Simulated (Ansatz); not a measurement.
# CH₄ClGaO₂: up Jacob's ladder to CCSD(T)

The task here is to estimate one member of a computed series from the others.

Computed with Ansatz 0.2.0, Gaussian basis. Level: functionals in def2-TZVPP, the program's frozen cores in correlated methods.

The runs, in order: PBE-D4, r2SCAN-D4, PBE0-D4, B3LYP-D4, ωB97X-V, ωB97M-V, B2PLYP; CCSD(T)/def2-TZVPP; MP2/def2-QZVPP; extrapolation to the limit.

**The relaxed structure**

An earlier PBE0-D4 in a triple-zeta def2 set relaxation fixed the geometry.

SMILES `C[O][Ga]([OH])[Cl]`, 9 atoms, charge 0, spin multiplicity 1.

Atoms are counted from 1 here; the program's logs count them from 0.

Bond lengths: C1–O2 1.410 Å, C1–H6 1.096 Å, C1–H7 1.094 Å, C1–H8 1.094 Å, O2–Ga3 1.765 Å, Ga3–O4 1.766 Å, Ga3–Cl5 2.122 Å, O4–H9 0.961 Å. Angles: O2–C1–H6 113.1°, O2–C1–H7 109.5°, O2–C1–H8 109.4°, H6–C1–H7 108.2°, H6–C1–H8 108.2°, H7–C1–H8 108.3°, C1–O2–Ga3 124.1°, O2–Ga3–O4 119.7°, O2–Ga3–Cl5 120.8°, O4–Ga3–Cl5 119.5°, Ga3–O4–H9 112.4°.

Geometry (Å):

```mol
CH4ClGaO2
  3D, bonds by distance, orders not assigned

  9  8  0  0  0  0  0  0  0  0999 V2000
   -0.0512   -0.9328    1.2915 C   0  0
   -0.4651   -0.5587   -0.0037 O   0  0
    0.1846    0.8235   -0.8893 Ga  0  0
   -0.4165    1.1870   -2.5098 O   0  0
    1.6815    2.0568   -0.0290 Cl  0  0
    0.7141   -0.2680    1.7075 H   0  0
    0.3561   -1.9482    1.2655 H   0  0
   -0.9133   -0.9250    1.9655 H   0  0
   -1.0901    0.5656   -2.7982 H   0  0
  1  2  8  0
  2  3  8  0
  3  4  8  0
  3  5  8  0
  1  6  8  0
  1  7  8  0
  1  8  8  0
  4  9  8  0
M  END
```

The first run:

Input file in.yaml:

```yaml
crystal:
  periodic: [false, false, false]
  atoms:
    - {symbol: C, position_ang: [-0.051183, -0.932764, 1.291523]}
    - {symbol: O, position_ang: [-0.465138, -0.558699, -0.003701]}
    - {symbol: Ga, position_ang: [0.184587, 0.823468, -0.889303]}
    - {symbol: O, position_ang: [-0.416453, 1.186972, -2.509814]}
    - {symbol: Cl, position_ang: [1.681456, 2.056771, -0.029042]}
    - {symbol: H, position_ang: [0.714114, -0.268049, 1.707500]}
    - {symbol: H, position_ang: [0.356075, -1.948249, 1.265494]}
    - {symbol: H, position_ang: [-0.913316, -0.925009, 1.965541]}
    - {symbol: H, position_ang: [-1.090142, 0.565560, -2.798198]}
basis:
  gaussian: {orbitals: def2-TZVPP}
hamiltonian: {xc: pbe, dispersion: d4}
output: {forces: true, orbitals: {seedname: orbitals}}
```

Command:

```
$ ansatz run in.yaml --threads 2 --pin off --events-out ev --progress --plain --max-ram 22528MiB --backend cpu
```

Steps of the session up to this table: PBE-D4 (GGA); r2SCAN-D4 (meta-GGA); PBE0-D4 (hybrid); B3LYP-D4 (hybrid); ωB97X-V (range-separated); ωB97M-V (range-separated); B2PLYP (double hybrid); CCSD(T) in def2-TZVPP; MP2 in def2-QZVPP.

One of the session's tables, all rows but one given; the rest of the session is left out.

| method | atomisation energy (kJ/mol) |
| --- | --- |
| PBE-D4 | 3262.2 |
| r2SCAN-D4 | ? |
| PBE0-D4 | 3184.5 |
| B3LYP-D4 | 3168.3 |
| ωB97X-V | 3212.2 |
| ωB97M-V | 3201.5 |
| B2PLYP | 3164.2 |
| HF/def2-TZVPP | 2248.3 |
| MP2/def2-TZVPP | 3240.0 |
| CCSD/def2-TZVPP | 3084.1 |
| CCSD(T)/def2-TZVPP | 3142.2 |
| MP2/CBS | 3320.9 |
| CCSD(T)/CBS | 3223.1 |

**Question.** Estimate the row for r2SCAN-D4.

The run gave: atomisation energy (kJ/mol): 3220.1. In the column «atomisation energy (kJ/mol)» it lies between ωB97X-V (3212.2) and CCSD(T)/CBS (3223.1).
